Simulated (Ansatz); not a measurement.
# RuSe (rocksalt): equation of state

One table from this session's results is given with a row withheld; the runs are named, their logs left out.

Method: DFT PBE, scalar-relativistic, plane waves, PAW, in Ansatz 0.2.0.

3 further runs of the same task are left out: 1 that didn't finish, 2 set aside as unsound or not needed. Runs told in other sessions of the task aren't counted.

## Starting point

The structure is cubic, space group Fm-3m (No. 225). Conventional cell: a = 5.141 Å, b = 5.141 Å, c = 5.141 Å, α = 90.00°, β = 90.00°, γ = 90.00°. Around Ru (site symmetry m-3m) lie 6 Se at 2.57 Å. Se (site symmetry m-3m) has 6 Ru at 2.57 Å in its first shell of neighbours.

Structure file:

```cif
data_structure
_symmetry_space_group_name_H-M 'Fm-3m'
_symmetry_Int_Tables_number 225
_cell_length_a 5.1408
_cell_length_b 5.1408
_cell_length_c 5.1408
_cell_angle_alpha 90.000
_cell_angle_beta 90.000
_cell_angle_gamma 90.000
_cell_volume 135.86
loop_
_atom_site_label
_atom_site_type_symbol
_atom_site_symmetry_multiplicity
_atom_site_Wyckoff_symbol
_atom_site_fract_x
_atom_site_fract_y
_atom_site_fract_z
_atom_site_occupancy
Ru1 Ru 4 b 0.50000 0.00000 0.00000 1
Se1 Se 4 a 0.00000 0.00000 0.00000 1
```

An earlier run at PBE left this cell at 16.983 Å³/atom and 0.13 GPa (12×12×12 mesh).

Volume factors to run: 0.980, 1.020, 0.960, 1.040, 1.070, 1.100, 0.945.

Set-up of the first run:

Input file input.yaml:

```yaml
crystal:
  lattice:
    - [0.0, 2.5531551449, 2.5531551449]
    - [2.5531551449, 0.0, 2.5531551449]
    - [2.5531551449, 2.5531551449, 0.0]
  atoms:
    - { symbol: Ru, position: [0.5, 0.5, 0.5] }
    - { symbol: Se, position: [0.0, 0.0, 0.0] }
basis:
  ecutwfc: 420
  ecutrho_ratio: 4
kpoints:
  mp_grid: { grid: [12, 12, 12] }
hamiltonian:
  xc: pbe
scf:
  occupations: { method: gaussian, width: 0.05 }
output:
  forces: true
  stress: true
  eigenvalues: true
```

Launch:

```console
$ ansatz run input.yaml --threads 2 --pin off --max-ram 2662MiB --backend cpu --events-out ev --progress --plain --runs-dir out
```

Among the steps run: At 0.980 of the relaxed volume; Volume × 1.020; Volume × 0.960; Volume × 1.040; At 1.070 of the relaxed volume; Scaling the volume by 1.100; Scaling the volume by 0.945.

One of the session's tables, all rows but one given; the rest of the session is left out.

It belongs to the step «The fit». 

| volume (Å³/atom) | energy (meV/atom) | pressure (GPa) |
| --- | --- | --- |
| 16.049 | 26.31 | 9.47 |
| 16.303 | 13.60 | 6.61 |
| 16.643 | 3.37 | 3.18 |
| 16.983 | 0.00 | 0.13 |
| 17.322 | 2.72 | -2.57 |
| 17.662 | ? | ? |
| 18.171 | 31.84 | -8.05 |
| 18.681 | 61.81 | -10.63 |

**Question.** Estimate the row for volume (Å³/atom) = 17.662.

Worked estimate for «energy (meV/atom)». A straight line through the neighbours (17.322, 2.72) and (18.171, 31.84) gives 2.72 + (31.84 − 2.72) × (17.662 − 17.322) / (18.171 − 17.322) = 14.38; a parabola fitted to 4 rows on both sides gives 11.15.

**Answer.** energy (meV/atom): 10.85; pressure (GPa): -4.96. In «energy (meV/atom)» the line misses by +3.53 and the parabola by +0.30.
